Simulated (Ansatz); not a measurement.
Working through a ranking of polymorphs by energy of 2 structures of Al

Computed with the Ansatz DFT code, driven from Python.

The script reads `al_p6_3_mmc.cif`:
```cif
data_Al
_cell_length_a 2.827077
_cell_length_b 2.827077
_cell_length_c 9.185993
_cell_angle_alpha 90.00000
_cell_angle_beta 90.00000
_cell_angle_gamma 120.00000
_symmetry_space_group_name_H-M 'P 1'
_symmetry_Int_Tables_number 1
loop_
_symmetry_equiv_pos_as_xyz
'x, y, z'
loop_
_atom_site_label
_atom_site_type_symbol
_atom_site_fract_x
_atom_site_fract_y
_atom_site_fract_z
Al1 Al    0.000000    0.000000    0.000000
Al2 Al    0.333333    0.666667    0.250000
Al3 Al    0.000000    0.000000    0.500000
Al4 Al    0.666667    0.333333    0.750000
```

`al_im_3m.cif`
```cif
data_Al
_cell_length_a 2.756072
_cell_length_b 2.756072
_cell_length_c 2.756072
_cell_angle_alpha 109.47122
_cell_angle_beta 109.47122
_cell_angle_gamma 109.47122
_symmetry_space_group_name_H-M 'P 1'
_symmetry_Int_Tables_number 1
loop_
_symmetry_equiv_pos_as_xyz
'x, y, z'
loop_
_atom_site_label
_atom_site_type_symbol
_atom_site_fract_x
_atom_site_fract_y
_atom_site_fract_z
Al1 Al    0.000000    0.000000    0.000000
```

Run as a notebook:

**Cell 1**
```python
import warnings

import ansatz as az
from ase.io import read
import numpy as np
import pandas as pd
```

**Cell 2**
```python
CUTOFF_EV = 450
K_SPACING = 0.33
OCCUPATIONS = "cold"
WIDTH_EV = 0.05
```

**Cell 3**
```python
def run_phase(name, crystal):
    calc = (
        crystal.calculation()
        .functional(az.Functional.PBESOL)
        .basis(CUTOFF_EV)
        .kpoints(spacing=K_SPACING)
        .occupations(OCCUPATIONS, width=WIDTH_EV)
        .stress()
        .band_table()
    )
    calc = calc.relax(force_tolerance=0.01, cell=True)
    return calc.run(threads=1, backend="cpu")
```

**Cell 4**
```python
def pressure_gpa(outcome):
    return float(np.trace(outcome.report["stress_gpa"]) / 3)


def volume_per_atom(outcome):
    return abs(np.linalg.det(outcome.lattice.cell_ang)) / len(outcome.lattice.sites)
```

**Cell 5**
```python
warnings.simplefilter("ignore", az.DeckWarning)

phases = {}
atoms = read("al_p6_3_mmc.cif")
p6_3_mmc = az.Crystal.from_ase(atoms)
phases["P6_3/mmc"] = p6_3_mmc
atoms = read("al_im_3m.cif")
im_3m = az.Crystal.from_ase(atoms)
phases["Im-3m"] = im_3m
```

**Cell 6**
```python
done = {}
for name, crystal in phases.items():
    try:
        done[name] = run_phase(name, crystal)
    except az.NonConvergedError as error:
        print(name, "did not converge:", str(error)[:120])

energy = {name: o.report["energy_sigma0_ev"] / len(o.lattice.sites) for name, o in done.items()}
lowest = min(energy.values())
rows = [(name, len(o.lattice.sites), 1000 * (energy[name] - lowest), pressure_gpa(o), volume_per_atom(o)) for name, o in done.items()]
rows.sort(key=lambda row: row[2])
print(pd.DataFrame(rows, columns=["phase", "atoms", "dE (meV/atom)", "P (GPa)", "V (A^3/atom)"]).round(4).to_string(index=False))
print("order:", " < ".join(row[0] for row in rows))
```
Output:
```text
   phase  atoms  dE (meV/atom)  P (GPa)  V (A^3/atom)
P6_3/mmc      4         0.0000  -0.0042       16.2629
   Im-3m      1        84.5088   0.0004       16.5795
order: P6_3/mmc < Im-3m
```

By space group at the end of each run: P6_3/mmc (+0 meV an atom, 16.3 Å³) and Im-3m (+85 meV an atom, 16.6 Å³).

Notes:
- For the metals among these phases the mesh is modest: differences between phases can be off by up to 40 meV an atom.
- Pressure is positive in compression.
- The cells come from databases of deposited and of computed structures, and not all need be stable phases.
- The ranking holds among these structures alone, at zero temperature; the ground state may be another structure. Differences under about 40 meV an atom lie within the error of mesh and functional.
- Finished in 6.5 s on 1 thread of Arm Neoverse V1 (shared host), peak memory 0.45 GiB.

(Lines on the test bed's own set-up are left out of the output.)
